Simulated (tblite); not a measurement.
# GeH11NOSi3: the cost of one run

Programs: tblite 0.8.0 and PySCF 2.14.0. All values are calculated, for the isolated system unless a continuum is named. Atoms count from 0, parts from 1.

## (1) The system as given

17 atoms, charge 0, multiplicity 1; geometry: distance geometry start.

## (2) Geometry optimisation with GFN2-xTB

What the job is given:

```
{"job": {"kind": "relax", "xc": "GFN2-xTB", "basis": "xTB"}, "charge": 0, "multiplicity": 1}
Ge     0.299112    -0.291449    -0.313757
Si     2.610337    -0.249894    -0.632555
Si    -0.278244    -1.822922     1.320586
N     -0.161247     1.446657     0.172188
Si    -1.909045     1.735698     0.162827
O     -0.396239    -0.826734    -1.882267
H      3.132702    -1.628768    -0.623762
H      3.146218     0.577100     0.437306
H      2.791903     0.462678    -1.895509
H      0.537208    -3.048072     1.107783
H     -1.719200    -2.106140     1.348321
H      0.108185    -1.357235     2.681233
H      0.366132     2.083522    -0.462265
H     -2.097978     3.209248     0.077015
H     -2.663776     1.012265    -0.859814
H     -2.445279     1.356438     1.485370
H     -1.292251    -0.585303    -2.012708
```

With the program's defaults for keys left out, this is: GFN2-xTB geometry optimisation, gas phase.

Started as:

```console
OMP_NUM_THREADS=1 python cluster_run.py task.json out
```

This one command runs all jobs of the session in turn.

**Question.** How long does this first job take on 1 thread of Intel Xeon 6975P-C, shared host?

About 4.7 s.
